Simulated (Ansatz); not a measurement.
# BH4NO2 + H2O: a complex and its separated parts

The complex below is one end of an elementary step. How strongly is it bound against its free parts?

Method: PBE0-D4/def2-TZVP structures, single points in def2-TZVPP, no counterpoise correction; program: Ansatz 0.2.0, Gaussian basis.

Levels: SPW92, PBE-D4, BLYP-D4, r2SCAN-D4, B97M-V, PBE0-D4, B3LYP-D4, r2SCAN0-D4, BHLYP-D4, CAM-B3LYP-D4, wB97X-V, wB97M-V, B2PLYP, PBE-QIDH, RPA on PBE, Hartree-Fock, MP2, CCSD, CCSD(T).

Correlated methods freeze the cores. B3LYP uses VWN-RPA correlation. B2PLYP carries no dispersion term here.

94 further runs of the same task are left out: 94 set aside as unsound or not needed.

### Step 1. Starting geometry

The complex: 11 atoms, charge 0, spin multiplicity 1.

Atoms are counted from 1 here; the program's logs count them from 0.

Bond lengths: B1–N2 1.435 Å, B1–O3 1.370 Å, B1–O4 1.366 Å, N2–H7 1.007 Å, N2–H8 1.007 Å, O3–H9 0.960 Å, O4–H10 0.968 Å, H5–O6 0.969 Å, O6–H11 0.959 Å. Angles: N2–B1–O3 117.9°, N2–B1–O4 122.5°, O3–B1–O4 119.5°, B1–N2–H7 119.1°, B1–N2–H8 117.4°, H7–N2–H8 111.8°, B1–O3–H9 111.0°, B1–O4–H10 112.2°, H5–O6–H11 106.4°.

Coordinates:

```xyz
11

B    -0.1444    0.4021   -0.9138
N     1.1103   -0.0926   -0.4241
O    -0.4025    0.2799   -2.2534
O    -1.0957    0.9351   -0.0904
H     0.2777   -0.9857    1.3751
O    -0.1424   -0.5628    2.1390
H     1.5529    0.3744    0.3508
H     1.7822   -0.4072   -1.1047
H    -1.3039    0.5403   -2.4555
H    -0.9215    0.7417    0.8422
H    -0.7125   -1.2253    2.5349
```

Its parts: BH4NO2 holds atoms 1, 2, 3, 4, 7, 8, 9, 10; H2O holds atoms 5, 6, 11. Each part counts its atoms afresh in its own runs.

### Step 2. Relaxing BH4NO2 alone

relax-a/in.yaml

```yaml
crystal:
  periodic: [false, false, false]
  atoms:
    - {symbol: B, position_ang: [-0.144430, 0.402057, -0.913812]}
    - {symbol: N, position_ang: [1.110282, -0.092552, -0.424118]}
    - {symbol: O, position_ang: [-0.402541, 0.279885, -2.253409]}
    - {symbol: O, position_ang: [-1.095724, 0.935061, -0.090382]}
    - {symbol: H, position_ang: [1.552876, 0.374435, 0.350800]}
    - {symbol: H, position_ang: [1.782241, -0.407196, -1.104744]}
    - {symbol: H, position_ang: [-1.303915, 0.540326, -2.455542]}
    - {symbol: H, position_ang: [-0.921498, 0.741652, 0.842210]}
basis:
  gaussian: {orbitals: def2-TZVP}
hamiltonian: {xc: pbe0, dispersion: d4}
relax: {f_tol: 0.005, max_steps: 200}
```

Command:

```sh
$ ansatz run in.yaml --threads 4 --pin off --events-out ev --progress --plain --max-ram 9574MiB
```

Output, shortened:

```text
Functional definition: PBE0
  name "PBE0"
  cite "Adamo & Barone, J. Chem. Phys. 110, 6158 (1999) doi:10.1063/1.478522"
  cite "Perdew, Burke & Ernzerhof, Phys. Rev. Lett. 77, 3865 (1996) doi:10.1103/PhysRevLett.77.3865"
  parent pbe
[...]
802 factors; their error is unknown
[...]
mean field -6325.28123756 eV, -232.4497980507 hartree, gradient 1.1e-5 eV, S^2 0.000000; 0 other end points of the search recorded, 0 dependent functions left out
[...]
reference -6325.28126416 eV, -232.4497990284 hartree; 16, 16 occupied and 132, 132 virtual orbitals, 802 factors
[...]
Atom 0 at    -0.136971     0.384878    -0.924589 Å, force    -0.002788     0.001846    -0.000539 eV/Å
Atom 1 at     1.160338     0.042517    -0.486995 Å, force     0.000949    -0.000528     0.000229 eV/Å
Atom 2 at    -0.430803     0.247549    -2.256810 Å, force    -0.000374    -0.000328    -0.000229 eV/Å
Atom 3 at    -1.132154     0.851249    -0.092475 Å, force     0.000348    -0.000914     0.000817 eV/Å
Atom 4 at     1.479210     0.104405     0.460822 Å, force    -0.000192     0.000422     0.000194 eV/Å
Atom 5 at     1.850848    -0.292849    -1.133440 Å, force     0.000743    -0.000544     0.000150 eV/Å
Atom 6 at    -1.335287     0.506740    -2.442608 Å, force     0.000761     0.000125     0.000058 eV/Å
Atom 7 at    -0.877890     0.929178     0.827097 Å, force     0.000552    -0.000079    -0.000679 eV/Å
Dipole moment:     0.168820     0.012346     0.385291 e Å
```

Run time: 45 s. Hardware: 4 threads of Intel Xeon at 2.50GHz, shared host; peak memory 0.51 GiB.

Relaxation path:

```tsv
step	energy from step 1 (eV)	largest force component (eV/Å)
1	0.0000	0.7257
2	-0.0222	0.4646
3	-0.0310	0.7935
4	-0.0332	0.6641
5	-0.0530	0.2551
6	-0.0568	0.1033
7	-0.0573	0.0088
8	-0.0573	0.0028
```

Distances of close pairs at the start and the end, largest changes first:

```tsv
bond	before (Å)	after (Å)	change (Å)
B1–N2	1.435	1.411	-0.024
B1–O4	1.366	1.379	+0.012
O4–H8	0.968	0.957	-0.011
N2–H5	1.007	1.002	-0.005
N2–H6	1.007	1.004	-0.003
B1–O3	1.370	1.371	+0.001
O3–H7	0.960	0.959	-0.001
```

### Step 3. Relaxing H2O alone

relax-b/in.yaml

```yaml
crystal:
  periodic: [false, false, false]
  atoms:
    - {symbol: H, position_ang: [0.277695, -0.985664, 1.375094]}
    - {symbol: O, position_ang: [-0.142415, -0.562828, 2.138953]}
    - {symbol: H, position_ang: [-0.712473, -1.225277, 2.534948]}
basis:
  gaussian: {orbitals: def2-TZVP}
hamiltonian: {xc: pbe0, dispersion: d4}
relax: {f_tol: 0.005, max_steps: 200}
```

Command:

```sh
$ ansatz run in.yaml --threads 4 --pin off --events-out ev --progress --plain --max-ram 9574MiB
```

Output, shortened:

```text
[... 5 set-up lines as earlier in the session ...]
[...]
239 factors; their error is unknown
[...]
mean field -2078.32937346 eV, -76.3771957323 hartree, gradient 2.1e-5 eV, S^2 0.000000; 0 other end points of the search recorded, 0 dependent functions left out
[...]
reference -2078.33309073 eV, -76.3773323395 hartree; 5, 5 occupied and 38, 38 virtual orbitals, 239 factors
Total energy: -2078.33734660 eV, -76.3774887401 hartree
Atom 0 at     0.269915    -0.988238     1.383849 Å, force     0.000151     0.000308    -0.000037 eV/Å
Atom 1 at    -0.139760    -0.558549     2.137727 Å, force    -0.000390    -0.000926     0.000026 eV/Å
Atom 2 at    -0.707348    -1.226982     2.527419 Å, force     0.000239     0.000618     0.000011 eV/Å
Dipole moment:    -0.058224    -0.404898    -0.134284 e Å
```

Wall time 3.9 s (4 threads of Intel Xeon at 2.50GHz, shared host); peak memory 0.51 GiB.

Along the way:

```tsv
step	energy from step 1 (eV)	largest force component (eV/Å)
1	0.0000	0.4302
2	-0.0033	0.0907
3	-0.0037	0.0358
4	-0.0037	0.0009
```

Close pairs (by a distance rule), those that changed most:

```tsv
bond	before (Å)	after (Å)	change (Å)
H1–O2	0.969	0.960	-0.009
O2–H3	0.959	0.960	+0.000
```

### Step 4. SPW92/def2-TZVPP

parta/in.yaml

```yaml
crystal:
  periodic: [false, false, false]
  atoms:
    - {symbol: B, position_ang: [-0.136971, 0.384878, -0.924589]}
    - {symbol: N, position_ang: [1.160338, 0.042517, -0.486995]}
    - {symbol: O, position_ang: [-0.430803, 0.247549, -2.256810]}
    - {symbol: O, position_ang: [-1.132154, 0.851249, -0.092475]}
    - {symbol: H, position_ang: [1.479210, 0.104405, 0.460822]}
    - {symbol: H, position_ang: [1.850848, -0.292849, -1.133440]}
    - {symbol: H, position_ang: [-1.335287, 0.506740, -2.442608]}
    - {symbol: H, position_ang: [-0.877890, 0.929178, 0.827097]}
basis:
  gaussian: {orbitals: def2-TZVPP}
hamiltonian: {xc: lda}
```

partb/in.yaml

```yaml
crystal:
  periodic: [false, false, false]
  atoms:
    - {symbol: H, position_ang: [0.269915, -0.988238, 1.383849]}
    - {symbol: O, position_ang: [-0.139760, -0.558549, 2.137727]}
    - {symbol: H, position_ang: [-0.707348, -1.226982, 2.527419]}
basis:
  gaussian: {orbitals: def2-TZVPP}
hamiltonian: {xc: lda}
```

One command serves all of them, each in its own folder.

Command:

```sh
$ ansatz run in.yaml --threads 4 --pin off --events-out ev --progress --plain --max-ram 9574MiB
```

Output in parta, shortened:

```text
Functional definition: SPW92
  name "SPW92"
  cite "Dirac, Proc. Camb. Phil. Soc. 26, 376 (1930) doi:10.1017/S0305004100016108"
  cite "Slater, Phys. Rev. 81, 385 (1951) doi:10.1103/PhysRev.81.385"
  cite "Perdew & Wang, Phys. Rev. B 45, 13244 (1992) doi:10.1103/PhysRevB.45.13244"
[...]
862 factors; their error is unknown
[...]
mean field -6283.18395272 eV, -230.9027513674 hartree, gradient 6.7e-5 eV, S^2 0.000000; 0 other end points of the search recorded, 0 dependent functions left out
reference -6283.18398719 eV, -230.9027526343 hartree; 16, 16 occupied and 164, 164 virtual orbitals, 862 factors
Total energy: -6283.18398719 eV, -230.9027526343 hartree
```

Output in partb, shortened:

```text
[... 5 set-up lines as earlier in the session ...]
[...]
269 factors; their error is unknown
[...]
mean field -2065.39695199 eV, -75.9019380091 hartree, gradient 5.3e-5 eV, S^2 0.000000; 0 other end points of the search recorded, 0 dependent functions left out
reference -2065.39697082 eV, -75.9019387012 hartree; 5, 5 occupied and 54, 54 virtual orbitals, 269 factors
Total energy: -2065.39697082 eV, -75.9019387012 hartree
```

Times: 2.7 s (parta), 0.74 s (partb) on 4 threads of Intel Xeon at 2.50GHz, shared host; peak memory 0.51 GiB.

### Step 5. PBE-D4/def2-TZVPP

Each input of step 4 (parta, partb) changes in the same lines:

```diff
-hamiltonian: {xc: lda}
+hamiltonian: {xc: pbe, dispersion: d4}
```

One command serves all of them, each in its own folder.

Command:

```sh
$ ansatz run in.yaml --threads 4 --pin off --events-out ev --progress --plain --max-ram 9574MiB
```

parta printed, shortened:

```text
Functional definition: PBE
  name "PBE"
[... 2 set-up lines as earlier in the session ...]
[...]
862 factors; their error is unknown
[...]
mean field -6325.18103505 eV, -232.4461156765 hartree, gradient 7.6e-5 eV, S^2 0.000000; 0 other end points of the search recorded, 0 dependent functions left out
reference -6325.18107188 eV, -232.4461170300 hartree; 16, 16 occupied and 164, 164 virtual orbitals, 862 factors
Total energy: -6325.28372427 eV, -232.4498894356 hartree
```

Log of partb, shortened:

```text
[... 4 set-up lines as earlier in the session ...]
[...]
269 factors; their error is unknown
[...]
mean field -2078.40758152 eV, -76.3800698256 hartree, gradient 4.4e-5 eV, S^2 0.000000; 0 other end points of the search recorded, 0 dependent functions left out
reference -2078.40760199 eV, -76.3800705780 hartree; 5, 5 occupied and 54, 54 virtual orbitals, 269 factors
Total energy: -2078.41291911 eV, -76.3802659785 hartree
```

Times: 3.1 s (parta), 0.88 s (partb) on 4 threads of Intel Xeon at 2.50GHz, shared host; peak memory 0.51 GiB.

### Step 6. BLYP-D4/def2-TZVPP

The same edit goes into each in.yaml of step 5 (parta, partb):

```diff
-hamiltonian: {xc: pbe, dispersion: d4}
+hamiltonian: {xc: {name: BLYP}, dispersion: d4}
```

The same command starts each run, in its folder.

Command:

```sh
$ ansatz run in.yaml --threads 4 --pin off --events-out ev --progress --plain --max-ram 9574MiB
```

parta printed, shortened:

```text
Functional definition: BLYP
  name "BLYP"
  cite "Becke, Phys. Rev. A 38, 3098 (1988) doi:10.1103/PhysRevA.38.3098"
  cite "Lee, Yang & Parr, Phys. Rev. B 37, 785 (1988) doi:10.1103/PhysRevB.37.785"
[...]
862 factors; their error is unknown
[...]
mean field -6331.01211921 eV, -232.6604040668 hartree, gradient 6.4e-5 eV, S^2 0.000000; 0 other end points of the search recorded, 0 dependent functions left out
reference -6331.01241478 eV, -232.6604149288 hartree; 16, 16 occupied and 164, 164 virtual orbitals, 862 factors
Total energy: -6331.24913633 eV, -232.6691142852 hartree
```

Output in partb, shortened:

```text
[... 4 set-up lines as earlier in the session ...]
[...]
269 factors; their error is unknown
[...]
mean field -2080.27679584 eV, -76.4487621850 hartree, gradient 8.7e-5 eV, S^2 0.000000; 0 other end points of the search recorded, 0 dependent functions left out
reference -2080.27698539 eV, -76.4487691508 hartree; 5, 5 occupied and 54, 54 virtual orbitals, 269 factors
Total energy: -2080.28982797 eV, -76.4492411068 hartree
```

They took 3.6 s (parta), 0.77 s (partb) on 4 threads of Intel Xeon at 2.50GHz, shared host; peak memory 0.51 GiB.

### Step 7. r2SCAN-D4/def2-TZVPP

The same edit goes into each in.yaml of step 6 (parta, partb):

```diff
-hamiltonian: {xc: {name: BLYP}, dispersion: d4}
+hamiltonian: {xc: r2scan, dispersion: d4}
```

One command serves all of them, each in its own folder.

Command:

```sh
$ ansatz run in.yaml --threads 4 --pin off --events-out ev --progress --plain --max-ram 9574MiB
```

Output in parta, shortened:

```text
Functional definition: r2SCAN
  name "r2SCAN"
  cite "Furness, Kaplan, Ning, Perdew & Sun, J. Phys. Chem. Lett. 11, 8208 (2020) doi:10.1021/acs.jpclett.0c02405"
  cite "Furness, Kaplan, Ning, Perdew & Sun, J. Phys. Chem. Lett. 11, 9248 (2020) doi:10.1021/acs.jpclett.0c03077"
  parent r2scan
[...]
862 factors; their error is unknown
[...]
mean field -6329.23952831 eV, -232.5952625526 hartree, gradient 2.4e-5 eV, S^2 0.000000; 0 other end points of the search recorded, 0 dependent functions left out
reference -6329.23953900 eV, -232.5952629457 hartree; 16, 16 occupied and 164, 164 virtual orbitals, 862 factors
Total energy: -6329.26415039 eV, -232.5961673976 hartree
```

partb printed, shortened:

```text
[... 5 set-up lines as earlier in the session ...]
[...]
269 factors; their error is unknown
[...]
mean field -2079.58115246 eV, -76.4231977623 hartree, gradient 8.5e-5 eV, S^2 0.000000; 0 other end points of the search recorded, 0 dependent functions left out
reference -2079.58115767 eV, -76.4231979535 hartree; 5, 5 occupied and 54, 54 virtual orbitals, 269 factors
Total energy: -2079.58243021 eV, -76.4232447186 hartree
```

Wall times: 4.8 s (parta), 1.1 s (partb) on 4 threads of Intel Xeon at 2.50GHz, shared host; peak memory 0.51 GiB.

### Step 8. B97M-V/def2-TZVPP

Each input of step 7 (parta, partb) changes in the same lines:

```diff
-hamiltonian: {xc: r2scan, dispersion: d4}
+hamiltonian: {xc: {name: B97M-V}}
```

The same command starts each run, in its folder.

Command:

```sh
$ ansatz run in.yaml --threads 4 --pin off --events-out ev --progress --plain --max-ram 9574MiB
```

Log of parta, shortened:

```text
Functional definition: B97M-V
  name "B97M-V"
  cite "Mardirossian & Head-Gordon, J. Chem. Phys. 142, 074111 (2015) doi:10.1063/1.4907719"
  cite "Becke, J. Chem. Phys. 107, 8554 (1997) doi:10.1063/1.475007"
  cite "Vydrov & Van Voorhis, J. Chem. Phys. 133, 244103 (2010) doi:10.1063/1.3521275"
  # Of w^i u^j: cxij and so on, Table III.
[...]
  gx(w, u) = cx00 + cx01*u + cx02*u^2 + (cx10 + cx11*u)*w
[...]
  gos(w, u) = cos00 + cos01*u + cos03*u^3 + cos10*w + cos32*w^3*u^2
[...]
      + integral(e_c_pw_mod_opposite_spin*gos(b97_w_opposite, b97_u_opposite)) + vv10(b, c)
862 factors; their error is unknown
[...]
mean field -6331.27327006 eV, -232.6700011835 hartree, gradient 6.5e-5 eV, S^2 0.000000; 0 other end points of the search recorded, 0 dependent functions left out
reference -6331.27332313 eV, -232.6700031340 hartree; 16, 16 occupied and 164, 164 virtual orbitals, 862 factors
Total energy: -6331.27332313 eV, -232.6700031340 hartree
```

Log of partb, shortened:

```text
[... 5 set-up lines as earlier in the session ...]
  # Of w^i u^j: cxij and so on, Table III.
[...]
  gx(w, u) = cx00 + cx01*u + cx02*u^2 + (cx10 + cx11*u)*w
[...]
  gos(w, u) = cos00 + cos01*u + cos03*u^3 + cos10*w + cos32*w^3*u^2
[...]
      + integral(e_c_pw_mod_opposite_spin*gos(b97_w_opposite, b97_u_opposite)) + vv10(b, c)
269 factors; their error is unknown
[...]
mean field -2079.93551731 eV, -76.4362204302 hartree, gradient 2.9e-5 eV, S^2 0.000000; 0 other end points of the search recorded, 0 dependent functions left out
reference -2079.93554412 eV, -76.4362214156 hartree; 5, 5 occupied and 54, 54 virtual orbitals, 269 factors
Total energy: -2079.93554412 eV, -76.4362214156 hartree
```

Wall times: 8.1 s (parta), 1.3 s (partb) on 4 threads of Intel Xeon at 2.50GHz, shared host; peak memory 0.51 GiB.

### Step 9. PBE0-D4/def2-TZVPP

Each input of step 8 (parta, partb) changes in the same lines:

```diff
-hamiltonian: {xc: {name: B97M-V}}
+hamiltonian: {xc: pbe0, dispersion: d4}
+output: {orbitals: {seedname: orbitals}}
```

Each run has its own folder and the same command.

Command:

```sh
$ ansatz run in.yaml --threads 4 --pin off --events-out ev --progress --plain --max-ram 9574MiB
```

parta printed, shortened:

```text
[... 5 set-up lines as earlier in the session ...]
[...]
862 factors; their error is unknown
[...]
mean field -6325.46356395 eV, -232.4564984220 hartree, gradient 3.1e-5 eV, S^2 0.000000; 0 other end points of the search recorded, 0 dependent functions left out
reference -6325.46359113 eV, -232.4564994209 hartree; 16, 16 occupied and 164, 164 virtual orbitals, 862 factors
Total energy: -6325.54810233 eV, -232.4596051502 hartree
```

partb printed, shortened:

```text
[... 5 set-up lines as earlier in the session ...]
[...]
269 factors; their error is unknown
[...]
mean field -2078.42782144 eV, -76.3808136289 hartree, gradient 1.2e-5 eV, S^2 0.000000; 0 other end points of the search recorded, 0 dependent functions left out
reference -2078.42783594 eV, -76.3808141619 hartree; 5, 5 occupied and 54, 54 virtual orbitals, 269 factors
Total energy: -2078.43209182 eV, -76.3809705625 hartree
```

Wall times: 4.3 s (parta), 0.73 s (partb) on 4 threads of Intel Xeon at 2.50GHz, shared host; peak memory 0.51 GiB.

### Step 10. B3LYP-D4/def2-TZVPP

The same edit goes into each in.yaml of step 9 (parta, partb):

```diff
-hamiltonian: {xc: pbe0, dispersion: d4}
-output: {orbitals: {seedname: orbitals}}
+hamiltonian: {xc: {name: B3LYP}, dispersion: d4}
```

Each run has its own folder and the same command.

Command:

```sh
$ ansatz run in.yaml --threads 4 --pin off --events-out ev --progress --plain --max-ram 9574MiB
```

Log of parta, shortened:

```text
Functional definition: B3LYP
  name "B3LYP"
  cite "Stephens, Devlin, Chabalowski & Frisch, J. Phys. Chem. 98, 11623 (1994) doi:10.1021/j100096a001"
[... 2 set-up lines as earlier in the session ...]
  cite "Vosko, Wilk & Nusair, Can. J. Phys. 58, 1200 (1980) doi:10.1139/p80-159"
[...]
862 factors; their error is unknown
[...]
mean field -6332.76337168 eV, -232.7247614081 hartree, gradient 2.0e-5 eV, S^2 0.000000; 0 other end points of the search recorded, 0 dependent functions left out
reference -6332.76359264 eV, -232.7247695281 hartree; 16, 16 occupied and 164, 164 virtual orbitals, 862 factors
Total energy: -6332.92847486 eV, -232.7308288379 hartree
```

Log of partb, shortened:

```text
[... 6 set-up lines as earlier in the session ...]
[...]
269 factors; their error is unknown
[...]
mean field -2080.76396128 eV, -76.4666651846 hartree, gradient 1.1e-5 eV, S^2 0.000000; 0 other end points of the search recorded, 0 dependent functions left out
reference -2080.76409964 eV, -76.4666702694 hartree; 5, 5 occupied and 54, 54 virtual orbitals, 269 factors
Total energy: -2080.77252580 eV, -76.4669799250 hartree
```

Wall times: 3.8 s (parta), 0.74 s (partb) on 4 threads of Intel Xeon at 2.50GHz, shared host; peak memory 0.51 GiB.

### Step 11. r2SCAN0-D4/def2-TZVPP

The same edit goes into each in.yaml of step 10 (parta, partb):

```diff
-hamiltonian: {xc: {name: B3LYP}, dispersion: d4}
+hamiltonian: {xc: {name: r2SCAN0}, dispersion: d4}
```

One command serves all of them, each in its own folder.

Command:

```sh
$ ansatz run in.yaml --threads 4 --pin off --events-out ev --progress --plain --max-ram 9574MiB
```

Log of parta, shortened:

```text
Functional definition: r2SCAN0
  name "r2SCAN0"
  cite "Bursch, Neugebauer, Ehlert & Grimme, J. Chem. Phys. 156, 134105 (2022) doi:10.1063/5.0086040"
[... 3 set-up lines as earlier in the session ...]
[...]
862 factors; their error is unknown
[...]
mean field -6328.43161168 eV, -232.5655721644 hartree, gradient 5.3e-5 eV, S^2 0.000000; 0 other end points of the search recorded, 0 dependent functions left out
reference -6328.43162001 eV, -232.5655724705 hartree; 16, 16 occupied and 164, 164 virtual orbitals, 862 factors
Total energy: -6328.45973488 eV, -232.5666056729 hartree
```

Output in partb, shortened:

```text
[... 6 set-up lines as earlier in the session ...]
[...]
269 factors; their error is unknown
[...]
mean field -2079.27470307 eV, -76.4119359547 hartree, gradient 2.0e-5 eV, S^2 0.000000; 0 other end points of the search recorded, 0 dependent functions left out
reference -2079.27470717 eV, -76.4119361054 hartree; 5, 5 occupied and 54, 54 virtual orbitals, 269 factors
Total energy: -2079.27611134 eV, -76.4119877077 hartree
```

Times: 6 s (parta), 1.2 s (partb) on 4 threads of Intel Xeon at 2.50GHz, shared host; peak memory 0.51 GiB.

### Step 12. BHLYP-D4/def2-TZVPP

Each input of step 11 (parta, partb) changes in the same lines:

```diff
-hamiltonian: {xc: {name: r2SCAN0}, dispersion: d4}
+hamiltonian: {xc: {name: BHLYP}, dispersion: d4}
```

One command serves all of them, each in its own folder.

Command:

```sh
$ ansatz run in.yaml --threads 4 --pin off --events-out ev --progress --plain --max-ram 9574MiB
```

Log of parta, shortened:

```text
Functional definition: BHLYP
  name "BHLYP"
  cite "Becke, J. Chem. Phys. 98, 1372 (1993) doi:10.1063/1.464304"
[... 2 set-up lines as earlier in the session ...]
[...]
968 factors; their error is unknown
[...]
mean field -6329.41950307 eV, -232.6018765031 hartree, gradient 1.6e-5 eV, S^2 0.000000; 0 other end points of the search recorded, 0 dependent functions left out
reference -6329.41965072 eV, -232.6018819293 hartree; 16, 16 occupied and 164, 164 virtual orbitals, 968 factors
Total energy: -6329.53044955 eV, -232.6059537111 hartree
```

Log of partb, shortened:

```text
[... 5 set-up lines as earlier in the session ...]
[...]
295 factors; their error is unknown
[...]
mean field -2079.57889760 eV, -76.4231148974 hartree, gradient 2.0e-5 eV, S^2 0.000000; 0 other end points of the search recorded, 0 dependent functions left out
reference -2079.57898839 eV, -76.4231182341 hartree; 5, 5 occupied and 54, 54 virtual orbitals, 295 factors
Total energy: -2079.58394026 eV, -76.4233002120 hartree
```

They took 4.5 s (parta), 1 s (partb) on 4 threads of Intel Xeon at 2.50GHz, shared host; peak memory 0.51 GiB.

(Part 1 of 2 ends here.)
